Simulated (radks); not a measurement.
# C⁺ in [He] 2s2 2p1: an all-electron calculation

An exercise on one series of results from a longer session: the logs are not shown, and one member is left open.

The numbers are computed with radks (a radial shooting solver on a logarithmic mesh, Libxc functionals) version 1 (non-relativistic Kohn-Sham, revPBE, spin-polarised, spherical densities, point nucleus; open shells are filled with parallel spins first), except any that are marked as measured or tabulated.

## Starting point

| Property | Result |
| --- | --- |
| element | carbon (Z = 6) |
| charge | +1 |
| electrons | 5 |
| configuration | [He] 2s2 2p1 |

The outer shells:

C⁺
```
[He] core
2s [↑↓]
2p [↑ ][  ][  ]
```

The first run:

Settings of this run:

```text
Z 6
configuration [He] 2s2 2p1
relativity non-relativistic
functional pbe_r,pbe
spin polarised
nucleus point
```

On the command line:

```bash
> python run_ks.py task.json out
```

This one command runs every case of the session in turn.

One of the session's tables, all rows but one given; the rest of the session is left out.

It belongs to the step «Radial structure». Radial moments (bohr):

| level | <r> | outermost maximum (interpolated) | 90 % within |
| --- | --- | --- | --- |
| 1s up | 0.2705 | 0.174 | 0.485 |
| 1s down | 0.2700 | 0.174 | 0.484 |
| 2s up | ? | ? | ? |
| 2s down | 1.477 | 1.18 | 2.33 |
| 2p up | 1.489 | 1.11 | 2.48 |
| 2p down | 1.537 | 1.13 | 2.58 |

Estimate the missing values for 2s up.

As computed: <r>: 1.452; outermost maximum (interpolated): 1.17; 90 % within: 2.28. In the column «<r>» it lies between 1s up (0.2705) and 2s down (1.477).

Caveats from the session: Open shells are spherical and high-spin; term and fine-structure splittings are not resolved.
